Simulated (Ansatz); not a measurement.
# Mo(NH)2Cl2 (Cl₂H₂MoN₂): geometry, orbitals and charge

Aim: characterise Mo(NH)2Cl2 (Cl₂H₂MoN₂) as a singlet: its structure, frontier levels and distribution of charge.

Method: RKS PBE0-D4/def2-TZVP; program: Ansatz 0.2.0, Gaussian basis.

The runs, in order: relaxation at PBE-D4/def2-SVP; a search for the lowest solution at PBE0-D4/def2-SVP; a single point at PBE0-D4/def2-TZVP.

2 further runs of the same task are left out: 2 set aside as unsound or not needed.

## 1. Starting geometry

7 atoms, charge 0, spin multiplicity 1.

Atoms are counted from 1 here; the program's logs count them from 0.

Bond lengths: Mo1–N2 1.734 Å, Mo1–N4 1.734 Å, Mo1–Cl6 2.179 Å, Mo1–Cl7 2.177 Å, N2–H3 1.012 Å, N4–H5 1.012 Å. Angles: N2–Mo1–N4 113.7°, N2–Mo1–Cl6 108.4°, N2–Mo1–Cl7 108.4°, N4–Mo1–Cl6 108.4°, N4–Mo1–Cl7 108.4°, Cl6–Mo1–Cl7 109.4°, Mo1–N2–H3 169.0°, Mo1–N4–H5 168.3°.

Formally the metal is d0. Mo takes a core potential in the def2 sets. No spin-orbit coupling is included.

The start is a GFN2-xTB geometry.

## 2. Relaxation at PBE-D4/def2-SVP

Contents of in.yaml:

```yaml
crystal:
  periodic: [false, false, false]
  atoms:
    - {symbol: Mo, position_ang: [-0.315660, 0.003180, -0.220130]}
    - {symbol: N, position_ang: [-0.362860, -0.021340, 1.512670]}
    - {symbol: H, position_ang: [-0.197250, -0.034750, 2.510830]}
    - {symbol: N, position_ang: [1.290250, 0.007230, -0.873550]}
    - {symbol: H, position_ang: [2.285490, 0.008790, -1.057160]}
    - {symbol: Cl, position_ang: [-1.343700, 1.796060, -0.910720]}
    - {symbol: Cl, position_ang: [-1.356260, -1.759160, -0.961940]}
basis:
  gaussian: {orbitals: def2-SVP}
hamiltonian: {xc: pbe, dispersion: d4}
scf: {omitted_lower_state_checks: [starts]}
output: {orbitals: {seedname: orbitals}}
relax: {f_tol: 0.02, max_steps: 100}
```

The run is started by

```bash
ansatz run in.yaml --threads 4 --pin off --events-out ev --progress --plain --max-ram 3916MiB
```

Further steps of the session: Searching for the lowest solution, PBE0-D4/def2-SVP; Single point, PBE0-D4/def2-TZVP.

**Question.** What will the summary of the whole plan be? Wanted: point group; near neighbours of the metal; HOMO, LUMO at PBE0-D4/def2-TZVP; charge on the metal; dipole at PBE-D4/def2-SVP.

**Answer**, as computed:

```
                                         quantity                               value
                                      point group                                 C2v
                     near neighbours of the metal  N 1.73, N 1.73, Cl 2.29, Cl 2.29 Å
                  HOMO, LUMO at PBE0-D4/def2-TZVP                     -8.41, -2.91 eV
charge on the metal (Mulliken, PBE0-D4/def2-TZVP)                             +1.43 e
                        dipole at PBE-D4/def2-SVP                              3.31 D
```

What this shows: The molecule keeps its bonding pattern by the stored test; the atoms moved 0.20 Å (rms), and the angle Mo1–N2–H3 went from 169° to 154°. The metal has 4 near neighbours by the distance rule, from 1.73 to 2.29 Å. The Mulliken charge of the metal, +1.43 e, depends on the basis and isn't its oxidation state. No usable vibrations, so a minimum isn't proven. Whether this spin is the lowest isn't tested here.
